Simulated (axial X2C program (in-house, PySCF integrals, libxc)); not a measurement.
**Linear CTiO at several levels**

One table from this session's results is given with a row withheld; the runs are named, their logs left out.

Program: an in-house X2C program for linear molecules on PySCF integrals. Level of theory: all-electron X2C, two-component (2c) or spin-free, C dyall-v3z, Ti dyall-v3z, O dyall-av3z. These are calculated values, not measurements.

All values are calculated.

2 further runs of the same task are left out: 2 set aside as unsound or not needed.

Set-up of the first run:

Input file task.json:

```json
{"zs": [6, 22, 8], "q": 0, "bas": ["dyall-v3z", "dyall-v3z", "dyall-av3z"], "r0": [1.84, 1.74], "symm": 0, "scan": ["PBE0", "HF", "B3LYP"], "levels": ["PBE0", "HF", "TPSSh"], "nst": 2}
```

Keys: zs atomic numbers; q charge; bas basis sets; r0 starting distance in Å; symm equal bonds; scan levels of the two-bond scan (MP2 follows by itself at each HF point); levels methods; nst determinants followed.

Run with:

```
$ python solin.py task.json out
```

Masses C 12.000, Ti 47.948, O 15.995 u.

Steps of the session up to this table: Scan at PBE0, 2c; Scan at HF, 2c; Scan at B3LYP, 2c.

One table of the session follows, with a row left open; its other results are not shown here.

| level | r(C–Ti) (Å) | r(Ti–O) (Å) | lower stretch (cm⁻¹) | upper stretch (cm⁻¹) |
| --- | --- | --- | --- | --- |
| PBE0, 2c | 2.168 | 1.623 | 510.4 | 1018.0 |
| HF, 2c | 2.207 | 1.626 | 538.2 | 1056.6 |
| B3LYP, 2c | ? | ? | ? | ? |
| MP2, 2c | 2.182 | 1.625 | 515.8 | 1052.0 |
| PBE0, spin-free | 2.168 | 1.624 | 510.6 | 1018.0 |
| HF, spin-free | 2.207 | 1.626 | 538.5 | 1056.6 |
| B3LYP, spin-free | 2.173 | 1.636 | 501.4 | 995.1 |
| MP2, spin-free | 2.182 | 1.625 | 515.9 | 1051.3 |

Q: Estimate the row for B3LYP, 2c from the others.

**Answer.** r(C–Ti) (Å): 2.173; r(Ti–O) (Å): 1.636; lower stretch (cm⁻¹): 501.1; upper stretch (cm⁻¹): 995.0.

Scans not shown above were run alike.

To keep in mind: The molecule was held linear; bending was not examined, so a bent shape may lie lower. Note: functional without a current term on a determinant with orbital currents, of the molecule or an atom.
